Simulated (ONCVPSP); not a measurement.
# Pseudopotential generation for boron: ONCV, PBE

Task: generate the file, and judge it by its errors in other configurations, its logarithmic derivatives, its ghosts and its cutoff.

The numbers are computed with ONCVPSP 4.0.1 (PBE, scalar-relativistic, spin-unpolarised reference atom).

## Step 1: The design

Typed settings, in words:

```
element                 : boron (B, Z = 5)
type                    : optimised norm-conserving Vanderbilt (ONCV)
frozen core             : [He]
valence charge          : 3
reference configuration : 2s2 2p1
partial waves           : 2s: rc 1.45 bohr, ncon 3, nbas 7, qcut 3.7 1/bohr, 2 projectors, debl 3.4 Ha; 2p: rc 3.75 bohr, ncon 3, nbas 7, qcut 3.7 1/bohr, 2 projectors, debl 3.2 Ha; d scattering state at 0.35 Ha: rc 3.80 bohr, ncon 3, nbas 6, qcut 2.6 1/bohr, 1 projector
local potential         : polynomial inside 0.95 bohr (lpopt 5, dvloc0 0 Ha)
core correction         : Teter function, fcfact 5, rcfact 1.15
```

The nodes and maxima of the atom's own shells, from an earlier all-electron run, set the scale for the radii.

All-electron outer shells of the reference configuration (PBE, scalar-relativistic, ld1.x):

```tsv
shell	level (eV)	outermost node (bohr)	outermost maximum (bohr)
1s	-180.59	–	0.21
2s	-9.44	0.46	1.52
2p	-3.61	–	1.57
```

## Step 2: Generation

Contents of B.dat:

```
# ATOM AND REFERENCE CONFIGURATION
# atsym  z   nc   nv     iexc    psfile
  B 5.00    1    2        4      upf
#
#   n    l    f
    1    0    2.00
    2    0    2.00
    2    1    1.00
#
# PSEUDOPOTENTIAL AND OPTIMIZATION
# lmax
    2
#
#   l,   rc,      ep,       ncon, nbas, qcut
    0    1.45    0.00    3    7    3.70
    1    3.75    0.00    3    7    3.70
    2    3.80    0.35    3    6    2.60
#
# LOCAL POTENTIAL
# lloc, lpopt,  rc(5),   dvloc0
    4    5    0.95    0.00
#
# VANDERBILT-KLEINMAN-BYLANDER PROJECTORs
# l, nproj, debl
    0    2    3.40
    1    2    3.20
    2    1    2.90
#
# MODEL CORE CHARGE
# icmod, fcfact, rcfact
    3    5.00    1.15
#
# LOG DERIVATIVE ANALYSIS
# epsh1, epsh2, depsh
   -2.00    5.00    0.02
#
# OUTPUT GRID
# rlmax, drl
    6.00    0.01
#
# TEST CONFIGURATIONS
# ncnf
    4
# nvcnf
#   n    l    f
    2
    2    0    2.00
    2    1    0.00
#
    2
    2    0    1.00
    2    1    0.00
#
    2
    2    0    2.00
    2    1    0.50
#
    2
    2    0    0.00
    2    1    3.00
#
```

Command:

```sh
oncvpsp.x < B.dat > B.out
```

Before running it: what results should come out? Wanted: cutoffs for 1 and 0.1 mHa per electron, occupied waves; bound ghosts; GHOST(+) flags; largest test error; largest phase difference near zero energy, channels read; rms error of d²Exc/dn², without and with the model core.

The runs gave:

| quantity | value |
| --- | --- |
| cutoffs for 1 and 0.1 mHa per electron, occupied waves | 17 Ha and 64 Ha |
| bound ghosts | none found |
| GHOST(+) flags | p at 82 eV, p at 333 eV, d at 20 eV |
| largest test error (AE − PS) | +664 meV, for 2s1 2p0 (1 test unsolved) |
| largest phase difference near zero energy, channels read | 1.934 rad |
| rms error of d²Exc/dn², without and with the model core | 1.16 and 1.36 mHa |

By total energies transferability is poor: the largest error is 664 meV on 33.6 eV, for 2s1 2p0. Of the tests 1 gave no usable energy difference, which is a warning in itself. The potential is soft on the atom at that tolerance: the looser tolerance needs 17 Ha. The tighter tolerance needs 64 Ha, and converged work needs a cutoff nearer that. At the looser tolerance the 2s wave is the slowest; 2p needs 4 Ha. No bound ghost shows below the valence levels. Of the channels read, p scatters worst near zero energy, by up to 1.93 rad. In the d channel the atom's pole at 2.09 Ha sits lower, at 0.80 Ha, in the pseudo curve. The program also flags highly localised states, GHOST(+) (p, d).
